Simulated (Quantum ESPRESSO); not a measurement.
## Ge4N: zone-centre phonons under several settings

```
CELL_PARAMETERS angstrom
4.09621 0.00000 0.00000
0.00000 4.09621 0.00000
0.00000 0.00000 5.31422
ATOMIC_POSITIONS crystal
Ge 0.50000 0.00000 0.50000
Ge 0.00000 0.50000 0.50000
Ge 0.50000 0.00000 0.00000
Ge 0.00000 0.50000 0.00000
N 0.50000 0.50000 0.00000
```

The cell was built by a generator and needn't be a form met in nature.

All runs used Quantum ESPRESSO 7.5; potentials PseudoDojo 0.4.1 SR LDA standard; k mesh 4 × 4 × 2, shifted; no spin polarisation; cutoff 1143 eV; occupations fermi-dirac, width 0.05 eV.

```csv
level,geometry,volume (Å³/atom),pressure (GPa),lowest optical mode without the field (cm⁻¹),highest optical mode without the field (cm⁻¹)
LDA,relaxed at 0 GPa,?,0.0,?,?
LDA,relaxed at 10 GPa,14.92,10.0,195i,567
LDA,relaxed at 25 GPa,13.68,25.0,197i,691
LDA,relaxed at 50 GPa,12.38,50.0,220i,842
LDA,relaxed at 80 GPa,11.37,80.0,255i,980
```

**Question.** What stands in the row left open?

**Answer.** Volume 16.25 Å³/atom; lowest optical mode without the field 208i cm⁻¹; highest optical mode without the field 451 cm⁻¹.

Values marked i are imaginary: the cell is unstable against those modes at that level, or the meshes are too thin.

Caveats: all runs use coarse meshes; the mesh is thin for the phonons of a metal; some modes are imaginary; the volume moved by over 15 % at a fixed basis, so the end points are rough (some runs); the cell is more than 3 GPa from zero pressure, which shifts response properties (some runs).

For the row left open. Caveat: the k mesh is coarse (spacing up to 0.59 Å⁻¹), so the values aren't converged; the mesh is thin for the phonons of a metal; some modes are imaginary.
